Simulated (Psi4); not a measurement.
# BGeNH6 (SMILES B[NH][GeH3]) at 5 levels

Aim: a comparison of 5 runs (HF/STO-3G, B3LYP/6-31G*, BHLYP/6-31G*, DSD-PBEP86/6-31G*, TPSSh/6-31G*) of BGeNH6. 

The results are computed with Psi4 1.11.

### 1 Starting point

The species is BGeNH6 (9 atoms), meant as a singlet with charge 0. As SMILES, `B[NH][GeH3]`. The B1–H5 distance was set to 1.799 Å, away from the relaxed value. At this shape a bond of the SMILES string is far longer than usual.

Bond lengths: B1–N2 1.392 Å, N2–Ge3 1.854 Å, B1–H4 1.199 Å, N2–H6 1.010 Å, Ge3–H7 1.538 Å, Ge3–H8 1.530 Å, Ge3–H9 1.538 Å. Angles: B1–N2–Ge3 126.2°, B1–N2–H6 117.9°, Ge3–N2–H6 115.9°, N2–B1–H4 119.2°, N2–Ge3–H7 109.1°, N2–Ge3–H8 106.5°, N2–Ge3–H9 109.1°, H7–Ge3–H8 111.5°, H7–Ge3–H9 109.1°, H8–Ge3–H9 111.5°. A long bond or contact: B1–H5 1.799 Å.

### 2 Energy and gradient at HF/STO-3G (run 1)

bgeh6n.xyz

```xyz
9
BGeH6N
B     -0.686444     0.120733    -0.906941
N      0.164256     0.178333     0.193259
Ge     0.852756    -1.270167     1.122559
H     -1.030344    -0.949467    -1.325041
H     -1.249100     1.647000    -1.674800
H      0.441456     1.089633     0.528459
H      2.389156    -1.223567     1.060859
H      0.302456    -2.523967     0.440559
H      0.404856    -1.184767     2.591659
```

run.py

```python
import psi4

psi4.set_memory('2200 MB')
psi4.set_num_threads(1)
psi4.core.set_output_file('psi4.out', False)

with open('bgeh6n.xyz') as f:
    atoms = ''.join(f.readlines()[2:])
m = psi4.geometry('0 1\n' + atoms + 'symmetry c1\nno_reorient\nno_com')

psi4.set_options({
    'basis': 'STO-3G',
    'reference': 'rhf',
    'puream': True,
    'e_convergence': 1e-09,
    'd_convergence': 1e-08,
    'scf_type': 'pk',
})

result, w = psi4.gradient("hf", molecule=m, return_wfn=True)
psi4.oeprop(w, "QUADRUPOLE", "DIPOLE", "LOWDIN_CHARGES")
print('gradient / Eh bohr^-1')
print(result.np.round(6))
print(f'energy = {w.energy():.10f} Eh')
```

Launch:

```sh
$ python run.py
```

psi4.out:

```text
[...]
  Running in c1 symmetry.
[...]
  Nuclear repulsion =  175.843522339760852
[...]
  Multiplicity = 1
[...]
  Nalpha       = 25
  Nbeta        = 25
[...]
    Number of basis functions: 34
[...]
   @RHF iter   1: -2132.96022266548835   -4.46932e+00   1.89280e-02 DIIS/ADIIS
[...]
   @RHF iter  10: -2133.29582815591903   -8.64020e-12   5.67659e-09 DIIS
[...]
  @RHF Final Energy: -2133.29582815591903
   => Energetics <=
    Nuclear Repulsion Energy =            175.8435223397608524
    One-Electron Energy =               -3340.8601512872146486
    Two-Electron Energy =                1031.7208007915344297
    Total Energy =                      -2133.2958281559194802
[...]
  -Total Gradient:
     Atom            X                  Y                   Z
    ------   -----------------  -----------------  -----------------
       1        0.031433265849    -0.092307664496     0.043105968981
       2        0.007369147185     0.030274033504     0.008756773097
       3       -0.002496113633     0.003984959924    -0.003235517594
       4       -0.002364605754    -0.024929981111    -0.002445912114
       5       -0.044284538776     0.120978203699    -0.060455494116
       6       -0.003171759217    -0.011405624553    -0.003829652789
       7        0.038297219919     0.001089904890    -0.000905278376
       8       -0.014246531240    -0.029736794636    -0.017748025890
       9       -0.010536084353     0.002052963071     0.036757138865
[...]
```

On the terminal:

```text
gradient / Eh bohr^-1
[[ 0.031433 -0.092308  0.043106]
 [ 0.007369  0.030274  0.008757]
 [-0.002496  0.003985 -0.003236]
 [-0.002365 -0.02493  -0.002446]
 [-0.044285  0.120978 -0.060455]
 [-0.003172 -0.011406 -0.00383 ]
 [ 0.038297  0.00109  -0.000905]
 [-0.014247 -0.029737 -0.017748]
 [-0.010536  0.002053  0.036757]]
energy = -2133.2958281559 Eh
```

Wall time 1.7 s (1 thread of Intel Xeon 6975P-C (Granite Rapids), shared host); peak memory 0.2 GiB.

### 3 The energy at B3LYP/6-31G(d) (spherical functions) (run 2)

bgeh6n.in

```
memory 2200 mb

molecule {
  0 1
  B     -0.686444     0.120733    -0.906941
  N      0.164256     0.178333     0.193259
  Ge     0.852756    -1.270167     1.122559
  H     -1.030344    -0.949467    -1.325041
  H     -1.249100     1.647000    -1.674800
  H      0.441456     1.089633     0.528459
  H      2.389156    -1.223567     1.060859
  H      0.302456    -2.523967     0.440559
  H      0.404856    -1.184767     2.591659
  units angstrom
  symmetry c1
  no_reorient
  no_com
}

set basis 6-31G*
set puream true
set e_convergence 1e-09
set d_convergence 1e-08
set scf_type pk
set dft_radial_points 99
set dft_spherical_points 590

result, w = energy('b3lyp', return_wfn=True)
oeprop(w, 'LOWDIN_CHARGES', 'WIBERG_LOWDIN_INDICES', 'QUADRUPOLE', title='B3LYP')
```

Launch:

```sh
$ psi4 -n 1 bgeh6n.in bgeh6n.out
```

bgeh6n.out:

```text
[...]
  Running in c1 symmetry.
[...]
  Nuclear repulsion =  175.843522339760852
[...]
  Multiplicity = 1
[...]
  Nalpha       = 25
  Nbeta        = 25
[...]
    Number of basis functions: 72
[...]
   @RKS iter   1: -2158.37700783494392   -2.11070e+00   3.81138e-02 DIIS/ADIIS
[...]
   @RKS iter  11: -2159.93341490356124   -1.18234e-11   9.43411e-09 DIIS
[...]
  @RKS Final Energy: -2159.93341490356124
   => Energetics <=
    Nuclear Repulsion Energy =            175.8435223397608524
    One-Electron Energy =               -3354.0963995249344407
    Two-Electron Energy =                1092.5358907285224177
    DFT Exchange-Correlation Energy =     -74.2164284469097311
    Empirical Dispersion Energy =           0.0000000000000000
    VV10 Nonlocal Energy =                  0.0000000000000000
    Total Energy =                      -2159.9334149035612427
[...]
 Multipole Moments:
 ------------------------------------------------------------------------------------
     Multipole            Electronic (a.u.)      Nuclear  (a.u.)        Total (a.u.)
 ------------------------------------------------------------------------------------
 L = 1.  Multiply by 2.5417464519 to convert [e a0] to [Debye]
 Dipole X            :        -48.9862838           49.6322281            0.6459443
 Dipole Y            :         78.9110494          -79.2522470           -0.3411976
 Dipole Z            :        -64.0886421           64.9341852            0.8455431
 Magnitude           :                                                    1.1174091
 L = 2.  Multiply by 1.3450342976 to convert [e a0^2] to [Debye ang]
 Quadrupole XX       :       -148.6625335          123.5418944          -25.1206391
 Quadrupole XY       :        142.4615515         -141.5363113            0.9252402
[...]
```

It took 9.9 s on 1 thread of Intel Xeon 6975P-C (Granite Rapids), shared host; peak memory 1.1 GiB.

Runs 3 to 4 aren't shown in full; the table further down has their settings and results.

### 4 The energy at TPSSh/6-31G(d) (spherical functions) (run 5)

calc.inp

```
memory 2200 MB

molecule {
  0 1
  B
  N 1 1.391923
  Ge 2 1.853587 1 126.22471
  H 1 1.199334 2 119.19094 3 -0.01862
  H 1 1.7988 4 121.24037 2 179.99218
  H 2 1.009785 1 117.87217 4 179.97767
  H 3 1.538344 2 109.09844 6 -59.52297
  H 3 1.529696 7 111.48374 2 117.29301
  H 3 1.538234 8 111.50349 7 -122.22673
  units angstrom
  symmetry c1
  no_reorient
  no_com
}

set globals {
  basis 6-31G*
  puream true
  e_convergence 1e-09
  d_convergence 1e-08
  scf_type pk
  dft_radial_points 99
  dft_spherical_points 590
}

energy_value, wavefunction = energy('tpssh', return_wfn=True)
oeprop(wavefunction, 'WIBERG_LOWDIN_INDICES', 'LOWDIN_CHARGES', 'MAYER_INDICES')
```

Launch:

```sh
$ psi4 calc.inp calc.out -n 1
```

calc.out:

```text
[...]
  Running in c1 symmetry.
[...]
  Nuclear repulsion =  175.843485855429265
[...]
  Multiplicity = 1
[...]
  Nalpha       = 25
  Nbeta        = 25
[...]
    Number of basis functions: 72
[...]
   @RKS iter   1: -2158.26575139188662   -1.94175e+00   3.86063e-02 DIIS/ADIIS
[...]
   @RKS iter  12: -2159.86074157971871   -4.54747e-13   3.29446e-09 DIIS
[...]
  @RKS Final Energy: -2159.86074157971871
   => Energetics <=
    Nuclear Repulsion Energy =            175.8434858554292646
    One-Electron Energy =               -3353.9009622188468711
    Two-Electron Energy =                1101.3167394239965233
    DFT Exchange-Correlation Energy =     -83.1200046402971680
    Empirical Dispersion Energy =           0.0000000000000000
    VV10 Nonlocal Energy =                  0.0000000000000000
    Total Energy =                      -2159.8607415797187059
[...]
 Multipole Moments:
 ------------------------------------------------------------------------------------
     Multipole            Electronic (a.u.)      Nuclear  (a.u.)        Total (a.u.)
 ------------------------------------------------------------------------------------
 L = 1.  Multiply by 2.5417464519 to convert [e a0] to [Debye]
 Dipole X            :         -0.0006427            0.0005536           -0.0000891
 Dipole Y            :         -5.2871958            4.9016986           -0.3854973
 Dipole Z            :          6.7040380           -5.6466588            1.0573792
 Magnitude           :                                                    1.1254594
[...]
```

Run time: 29 s. Hardware: 1 thread of Intel Xeon 6975P-C (Granite Rapids), shared host; peak memory 1.3 GiB.

### 5 The series

```tsv
run	level	task	integration grid	energy (Eh)	dipole moment (D)	HOMO energy (eV)	LUMO energy (eV)	wall time
1	HF/STO-3G	gradient	–	-2133.295828	2.74	-7.76	9.10	1.7 s
2	B3LYP/6-31G* (spherical functions)	energy	99 radial × 590 angular	-2159.933415	2.84	-7.06	0.09	9.9 s
3	BHLYP/6-31G* (spherical functions)	energy	99 radial × 590 angular	-2159.803830	2.81	-8.38	1.14	9.3 s
4	DSD-PBEP86/6-31G* (density fitting for correlation, spherical functions)	energy	99 radial × 590 angular	-2158.852104	–	-9.15	2.10	9.6 s
5	TPSSh/6-31G* (spherical functions)	energy	99 radial × 590 angular	-2159.860742	2.86	-6.79	-0.06	29 s
```

### 6 Summary of results

| quantity | value |
| --- | --- |
| run 5: total energy | -2159.86074 Eh |
| run 5: dipole moment | 2.86 D |
| run 5: HOMO energy | -6.79 eV |
| run 5: LUMO energy | -0.06 eV |
| run 5: HOMO–LUMO gap | 6.73 eV |

Over runs 1, 2, 3, 5 the dipole moment (its size) runs from 2.74 D (HF/STO-3G) to 2.86 D (TPSSh/6-31G*). The two ends differ in method and basis. The HOMO–LUMO gap runs from 6.73 eV (TPSSh/6-31G*) to 16.86 eV (HF/STO-3G). Totals of different functionals can't be ranked against each other. In run 1 the basis is minimal, so the values are rough. All runs together took 59 s, the longest 29 s.
